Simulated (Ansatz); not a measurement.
Working through a scan of the Hubbard U of CuNi3N, space group Pm-3m

Program: Ansatz's Python interface.

The cells in order, each with its output:

**Cell 1**
```python
import ansatz as az
import numpy as np
```

**Cell 2**
```python
def count_gap(report):
    # lowest empty less highest filled band, counting bands; zero where they overlap
    return max(report.get("gap_by_band_count_ev") or 0.0, 0.0)
```

**Cell 3**
```python
system = (
    az.Lattice.of((3.70212746, 0.0, 0.0), (0.0, 3.70212746, 0.0), (0.0, 0.0, 3.70212746))
    .atom("Cu", (0.0, 0.0, 0.0))
    .atom("Ni", (0.0, 0.5, 0.5))
    .atom("Ni", (0.5, 0.5, 0.0))
    .atom("Ni", (0.5, 0.0, 0.5))
    .atom("N", (0.5, 0.5, 0.5))
    .moments(Ni=1.0)
)
```

**Cell 4**
```python
len(system.resolved().sites)
```
Output:
```text
5
```

**Cell 5**
```python
base = system.calculation()
base = base.spin(az.SpinTreatment.COLLINEAR).occupations("gaussian", width=50 * az.meV)
base = base.functional("pbesol").kpoints(mesh=(7, 7, 7))
base = base.band_table()
rows = []
for u in [1.0, 3.0, 5.0, 7.0]:
    rep = base.hubbard("Cu", "d", u_eff=u).run(threads=1, pin="off").report
    shell = rep["hubbard"]["n_scf"]
    rows.append((u, count_gap(rep), sum(shell) / len(shell), max(abs(m) for m in rep["site_moments_mub"]), rep["n_iterations"]))
for row in rows:
    print("; ".join(f"{name} = {round(v, 4) if isinstance(v, float) else v}" for name, v in zip(["U_eff eV", "gap by band count eV", "Cu d occupation (projector)", "largest moment muB", "iterations"], row)))
print("eigenvalues of the first occupation matrix at the last U, by spin:")
for channel in rep["hubbard"]["n_eig"][0]:
    print("  ", " ".join(f"{n:.3f}" for n in channel))
```
Output:
```text
DeckWarning: basis.ecutwfc = 420 eV, auto-derived from the records' recommended cutoffs: set by Cu (normal level)
U_eff eV = 1.0; gap by band count eV = 0.0; Cu d occupation (projector) = 9.8401; largest moment muB = 0.1098; iterations = 20
U_eff eV = 3.0; gap by band count eV = 0.0; Cu d occupation (projector) = 9.8705; largest moment muB = 0.1062; iterations = 20
U_eff eV = 5.0; gap by band count eV = 0.0; Cu d occupation (projector) = 9.892; largest moment muB = 0.102; iterations = 20
U_eff eV = 7.0; gap by band count eV = 0.0; Cu d occupation (projector) = 9.9078; largest moment muB = 0.0984; iterations = 18
eigenvalues of the first occupation matrix at the last U, by spin:
   0.990 0.990 0.990 0.992 0.992
   0.990 0.990 0.990 0.992 0.992
```

From U = 1 to 7 eV the largest site moment goes from 0.11 to 0.10 μB.

Notes:
- Other magnetic orders than the one started from may lie lower.
- For a metal this k-point mesh is coarse: on a finer one energies can move by several to tens of meV an atom and pressures by half a GPa or more, differences at one mesh by less.
- A gap by band count of zero or less means overlapping bands, a metal.
- The structure comes from a database of computed cells and needn't be a stable or known phase.
- Gaps and levels are Kohn-Sham values on a finite set of k-points.
- Warnings are shown shortened and without file and line.
- Shell occupations and the effect of U depend on the projectors; a run with no .spin step is spin-unpolarised, and each U may end in a state that isn't the lowest.
- Wall time of the script: 63 s on 1 thread of Arm Neoverse V1 (shared host), peak memory 0.52 GiB.
